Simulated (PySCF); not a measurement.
# [GaH3]-: structure of the doublet

The task is one start of a wider search on [GaH3]-: the doublet, from a T-shaped start. It is relaxed, tested by its Hessian and followed downhill if it is a saddle.

The runs use PySCF 2.14.0; PBE0, basis Ga def2-TZVPD, H def2-TZVPD, no relativity, density fitting.

## 1. The system as given

4 atoms, charge -1, spin multiplicity 2.

Bond lengths: Ga1–H2 1.560 Å, Ga1–H3 1.560 Å, Ga1–H4 1.560 Å. Angles: H2–Ga1–H3 88.0°, H2–Ga1–H4 88.0°, H3–Ga1–H4 176.0°.

```xyz
4
charge -1 multiplicity 2
Ga    0.0000    0.0000    0.0000
H     0.0000    0.0000    1.5600
H     1.5590    0.0000    0.0544
H    -1.5590    0.0000    0.0544
```

## 2. Finding the electronic state

One driver script runs all steps and calls PySCF; scf.py shows how it sets up the SCF of each step. The optimiser is the driver's own. After this first run the driver tries any further starts and a stability analysis.

Input file scf.py:

```python
from pyscf import gto, scf, dft
mol = gto.M(atom='''
Ga     0.000000     0.000000     0.000000
H      0.000000     0.000000     1.560000
H      1.559000     0.000000     0.054400
H     -1.559000     0.000000     0.054400''',
    basis={'Ga': 'def2-TZVPD', 'H': 'def2-TZVPD'},
    charge=-1, spin=1)
mf = dft.UKS(mol, xc='PBE0')
mf.grids.atom_grid = (50, 194)
aux = {'Ga': 'def2-universal-JKFIT', 'H': 'def2-universal-JKFIT'}
mf = mf.density_fit(auxbasis=aux)
mf.conv_tol = 1e-08
mf.diis_space = 10
mf.max_cycle = 60
mf.init_guess = 'minao'
mf.verbose = 4
mf.kernel()
```

Started as:

```sh
> OMP_NUM_THREADS=2 python axn.py task.json out
```

The log of the run:

```text
init E= -1925.69174433488
[... the frontier-level lines of each cycle are left out ...]
cycle= 1 E= -1926.26411304116  delta_E= -0.572  |g|= 0.465  |ddm|= 1.09
cycle= 2 E= -1926.2659061111  delta_E= -0.00179  |g|= 0.547  |ddm|= 0.992
cycle= 3 E= -1926.31476353519  delta_E= -0.0489  |g|= 0.0429  |ddm|= 0.47
cycle= 4 E= -1926.31567535552  delta_E= -0.000912  |g|= 0.00934  |ddm|= 0.068
cycle= 5 E= -1926.3157352887  delta_E= -5.99e-05  |g|= 0.0032  |ddm|= 0.0164
cycle= 6 E= -1926.31575051033  delta_E= -1.52e-05  |g|= 0.0012  |ddm|= 0.00603
cycle= 7 E= -1926.31575696196  delta_E= -6.45e-06  |g|= 0.000405  |ddm|= 0.00506
cycle= 8 E= -1926.31575775803  delta_E= -7.96e-07  |g|= 7.27e-05  |ddm|= 0.00226
cycle= 9 E= -1926.31575777571  delta_E= -1.77e-08  |g|= 2.02e-05  |ddm|= 0.00042
cycle= 10 E= -1926.3157577768  delta_E= -1.1e-09  |g|= 4.61e-06  |ddm|= 0.000115
Extra cycle  E= -1926.31575777686  delta_E= -5.12e-11  |g|= 2.87e-06  |ddm|= 2.35e-05
converged SCF energy = -1926.31575777686  <S^2> = 0.75902103  2S+1 = 2.0090008
```

This step, with its further starts and checks, took 3.4 s on 2 threads of Arm Neoverse V1, shared host.

The test of internal stability found no lower solution of this spin.

## 3. Relaxation: T-shaped start, doublet

The program finds C2v symmetry in the start, which this walk keeps. The walk stops when the largest gradient is under 0.0003 Eh/bohr and the energy has settled too.

Changes to scf.py since step 2:

```diff
@@ -3,4 +3,4 @@
-Ga     0.000000     0.000000     0.000000
-H      0.000000     0.000000     1.560000
-H      1.559000     0.000000     0.054400
-H     -1.559000     0.000000     0.054400''',
+Ga     0.000000     0.000000    -0.023376
+H      0.000000     0.000000     1.536624
+H      1.559000     0.000000     0.031024
+H     -1.559000     0.000000     0.031024''',
@@ -16 +15,0 @@
-mf.init_guess = 'minao'
```

Steps of the walk:

| step | energy (Eh) | change (kJ/mol) | largest symmetric gradient (Eh/bohr) |
| --- | --- | --- | --- |
| 0 | -1926.315758 | 0.00 | 0.02914 |
| 1 | -1926.338594 | -59.96 | 0.02827 |
| 2 | -1926.356045 | -105.78 | 0.01852 |
| 3 | -1926.359619 | -115.16 | 0.01644 |
| 4 | -1926.363254 | -124.70 | 0.00497 |
| 5 | -1926.363626 | -125.68 | 0.00294 |
| 6 | -1926.363646 | -125.73 | 0.00107 |
| 7 | -1926.363650 | -125.74 | 0.00018 |
| 8 | -1926.363650 | -125.74 | 0.00002 |

The walk took 11 s.

It settles in D3h symmetry, 125.7 kJ/mol below the start, after 8 steps: Ga–H 1.590 Å (×3); H–Ga–H 120.0° (×3).

## 4. Frequencies

The point is checked on the finer grid, and tightened if its gradient asks for it. The Hessian and the dipole derivatives come from central differences of analytic gradients, with steps of 0.02 bohr.

Changes to scf.py since step 3:

```diff
@@ -3,4 +3,4 @@
-Ga     0.000000     0.000000    -0.023376
-H      0.000000     0.000000     1.536624
-H      1.559000     0.000000     0.031024
-H     -1.559000     0.000000     0.031024''',
+Ga     0.000000     0.000000     0.000000
+H      0.000000     0.000000     1.590128
+H      1.377091     0.000000    -0.795064
+H     -1.377091     0.000000    -0.795064''',
@@ -10 +10 @@
-mf.grids.atom_grid = (50, 194)
+mf.grids.atom_grid = (75, 302)
@@ -13 +13 @@
-mf.conv_tol = 1e-08
+mf.conv_tol = 1e-10
```

This SCF starts from the last density.

SCF at the final geometry:

```text
init E= -1926.36358148814
[... the frontier-level lines of each cycle are left out ...]
cycle= 1 E= -1926.36358148814  delta_E= 1.59e-12  |g|= 4.54e-07  |ddm|= 1.13e-06
Extra cycle  E= -1926.36358148815  delta_E= -1e-11  |g|= 6.28e-07  |ddm|= 6.98e-07
converged SCF energy = -1926.36358148815  <S^2> = 0.75471244  2S+1 = 2.0047069
```

The whole step took 17 s.

Geometry: D3h; Ga–H 1.590 Å (×3); H–Ga–H 120.0° (×3).

Modes, for the most abundant isotopes:

| symmetry | ω (cm⁻¹) | IR (km/mol) | μ (u) | type |
| --- | --- | --- | --- | --- |
| a2'' | 608i | 245 | 1.05 | bend |
| e' | 713 | 321 | 1.03 | bend |
| e' | 1828 | 893 | 1.03 | stretch |
| a1' | 1867 | 0.0 | 1.01 | stretch |

1 mode is imaginary, the largest at 608i cm⁻¹: a saddle point, not a minimum.

Properties at this point:

* Dipole moment about the centre of mass: 0.00 D
* Highest occupied level: 1.76 eV
* Lowest empty level: 4.14 eV
* Rotational constants: 4.41, 4.41, 2.205 cm⁻¹
* Zero-point energy (real modes): 41.6 kJ/mol
* Principal polarisabilities: 78.5, 78.5, 171.2 bohr³
* Principal traceless quadrupole moments about the centre of mass: -0.58, 0.29, 0.29 D Å
* Spin squared ⟨S²⟩: 0.755

Populations by atom (charges in e):

| atom | Mulliken | Löwdin | polar tensor | spin (Mulliken) | Mayer order to Ga1 |
| --- | --- | --- | --- | --- | --- |
| Ga1 | -0.72 | -0.11 | -0.39 | 1.13 | – |
| H2,3,4 | -0.09 | -0.30 | -0.20 | -0.04 | 0.97 |

Mulliken populations on Ga1: s 7.11, p 14.50, d 10.10, f 0.01.

## 5. Leaving the saddle point

The atoms are moved a little along the softest imaginary mode and relaxed again.

The program finds C3v symmetry in the start, which this walk keeps. The walk stops when the largest gradient is under 0.0003 Eh/bohr and the energy has settled too.

Changes to scf.py since step 4:

```diff
@@ -3,4 +3,4 @@
-Ga     0.000000     0.000000     0.000000
-H      0.000000     0.000000     1.590128
-H      1.377091     0.000000    -0.795064
-H     -1.377091     0.000000    -0.795064''',
+Ga    -0.000000    -0.005264     0.000000
+H     -0.000000     0.120000     1.590128
+H      1.377091     0.120000    -0.795064
+H     -1.377091     0.120000    -0.795064''',
@@ -10 +10 @@
-mf.grids.atom_grid = (75, 302)
+mf.grids.atom_grid = (50, 194)
@@ -13 +13 @@
-mf.conv_tol = 1e-10
+mf.conv_tol = 1e-08
```

The optimiser's trace:

| step | energy (Eh) | change (kJ/mol) | largest symmetric gradient (Eh/bohr) |
| --- | --- | --- | --- |
| 0 | -1926.364687 | 0.00 | 0.00812 |
| 1 | -1926.369613 | -12.93 | 0.00437 |
| 2 | -1926.369831 | -13.51 | 0.00375 |
| 3 | -1926.369980 | -13.90 | 0.00122 |
| 4 | -1926.370000 | -13.95 | 0.00046 |
| 5 | -1926.370005 | -13.96 | 0.00003 |

The walk took 9 s.

Geometry (Å) and forces (eV/Å) at some steps:

```
step 0
Ga   0.000  -0.005   0.000   0.000  -0.417   0.000
H    0.000   0.120   1.590   0.000   0.140  -0.035
H    1.377   0.120  -0.795  -0.031   0.139   0.018
H   -1.377   0.120  -0.795   0.031   0.139   0.018
step 1
Ga   0.000  -0.217   0.000   0.000  -0.225  -0.002
H    0.000   0.191   1.568   0.000   0.073  -0.081
H    1.358   0.191  -0.784  -0.071   0.076   0.041
H   -1.358   0.191  -0.784   0.071   0.076   0.041
step 3
Ga   0.000  -0.265   0.000   0.000   0.003  -0.001
H    0.000   0.207   1.556   0.000  -0.002  -0.062
H    1.347   0.207  -0.778  -0.054  -0.001   0.031
H   -1.347   0.207  -0.778   0.054  -0.001   0.031
step 5
Ga   0.000  -0.270   0.000   0.000  -0.002   0.000
H    0.000   0.208   1.548   0.000   0.000   0.001
H    1.341   0.208  -0.774   0.000   0.001   0.000
H   -1.341   0.208  -0.774   0.000   0.001   0.000
```

After 5 steps and 14.0 kJ/mol it ends at C3v: Ga–H 1.621 Å (×3); H–Ga–H 111.7° (×3).

## 6. Hessian and properties

As before: finer grid, then central differences.

Changes to scf.py since step 5:

```diff
@@ -3,4 +3,4 @@
-Ga    -0.000000    -0.005264     0.000000
-H     -0.000000     0.120000     1.590128
-H      1.377091     0.120000    -0.795064
-H     -1.377091     0.120000    -0.795064''',
+Ga    -0.000000    -0.020117     0.000000
+H      0.000000     0.458614     1.548451
+H      1.340998     0.458614    -0.774225
+H     -1.340998     0.458614    -0.774225''',
@@ -10 +10 @@
-mf.grids.atom_grid = (50, 194)
+mf.grids.atom_grid = (75, 302)
@@ -13 +13 @@
-mf.conv_tol = 1e-08
+mf.conv_tol = 1e-10
```

Log of the central SCF (cycles and frontier levels):

```text
init E= -1926.36994506464
[... the frontier-level lines of each cycle are left out ...]
cycle= 1 E= -1926.36994506467  delta_E= -2.59e-11  |g|= 6.7e-07  |ddm|= 1.52e-06
Extra cycle  E= -1926.36994506466  delta_E= 3.87e-12  |g|= 9.54e-07  |ddm|= 1.99e-06
converged SCF energy = -1926.36994506466  <S^2> = 0.75206168  2S+1 = 2.0020606
```

The whole step took 20 s on 2 threads of Arm Neoverse V1, shared host.

Geometry: C3v; Ga–H 1.621 Å (×3); H–Ga–H 111.7° (×3).

Modes, for the most abundant isotopes:

```
symmetry  ω (cm⁻¹)  IR (km/mol)     type
      a1       603          217     bend
       e       731          311     bend
       e      1708         1394  stretch
      a1      1722          215  stretch
```

All wavenumbers are real: a minimum.

Constants and moments:

| Property | Result |
| --- | --- |
| Dipole moment about the centre of mass | 0.09 D |
| Highest occupied level | 1.05 eV |
| Lowest empty level | 3.84 eV |
| Rotational constants | 3.931, 3.931, 2.325 cm⁻¹ |
| Zero-point energy | 43.1 kJ/mol |
| Principal polarisabilities | 76.5, 76.5, 107.3 bohr³ |
| Principal traceless quadrupole moments about the centre of mass | -0.12, -0.12, 0.25 D Å |
| Entropy at 298.15 K and 1 bar (electronic part: spin only) | 231.9 J/(mol K) |
| Heat capacity Cp at 298.15 K | 44.4 J/(mol K) |
| Enthalpy at 298.15 K above 0 K | 10.88 kJ/mol |
| Rotational symmetry number | 3 |
| Spin squared ⟨S²⟩ | 0.752 |

Populations by atom (charges in e):

```csv
atom,Mulliken,Löwdin,polar tensor,spin (Mulliken),Mayer order to Ga1
Ga1,-0.69,-0.12,0.27,0.98,–
"H2,3,4",-0.10,-0.29,-0.42,0.01,1.07
```

Mulliken populations on Ga1: s 7.12, p 14.42, d 10.13, f 0.01.

## 7. The points found, side by side

| spin | group | bonds | imaginary modes (cm⁻¹) | ΔE (kJ/mol) | with zero-point energy |
| --- | --- | --- | --- | --- | --- |
| doublet | C3v | Ga–H 1.621 Å (×3) | none | 0.0 | 0.0 |
| doublet | D3h | Ga–H 1.590 Å (×3) | 608i | 16.7 | – |

## 8. Summary of results

| quantity | value |
| --- | --- |
| minimum | doublet, C3v |
| geometry | Ga–H 1.621 Å (×3); H–Ga–H 111.7° (×3) |
| wavenumbers (cm⁻¹) | 603 (a1), 731 (e), 1708 (e), 1722 (a1) |
| dipole moment (centre of mass) | 0.09 D |
| highest occupied, lowest empty level (either spin) | 1.05, 3.84 eV |
| polar-tensor charge of Ga1 | +0.27 e |
| zero-point energy | 43.1 kJ/mol |
| entropy at 298.15 K | 231.9 J/(mol K) |
| ⟨S²⟩ | 0.752 |

The T-shaped start (C2v) ends in a minimum of C3v symmetry, after a stop at a saddle point 16.7 kJ/mol higher, from which it was pushed off along an imaginary mode. In the infrared the band at 1708 cm⁻¹ (e, stretch) leads. Most of the spin sits on Ga1 (Mulliken spin 0.98, against 1 for the whole molecule). Only this shape and spin were tried, so other structures or states may lie lower. A highest occupied level above zero is common for anions with such functionals; it warns that the extra electron is poorly described.

The anion's highest level is positive in at least one run, so there the basis alone may hold the extra electron.

The search up to here took 60 s.
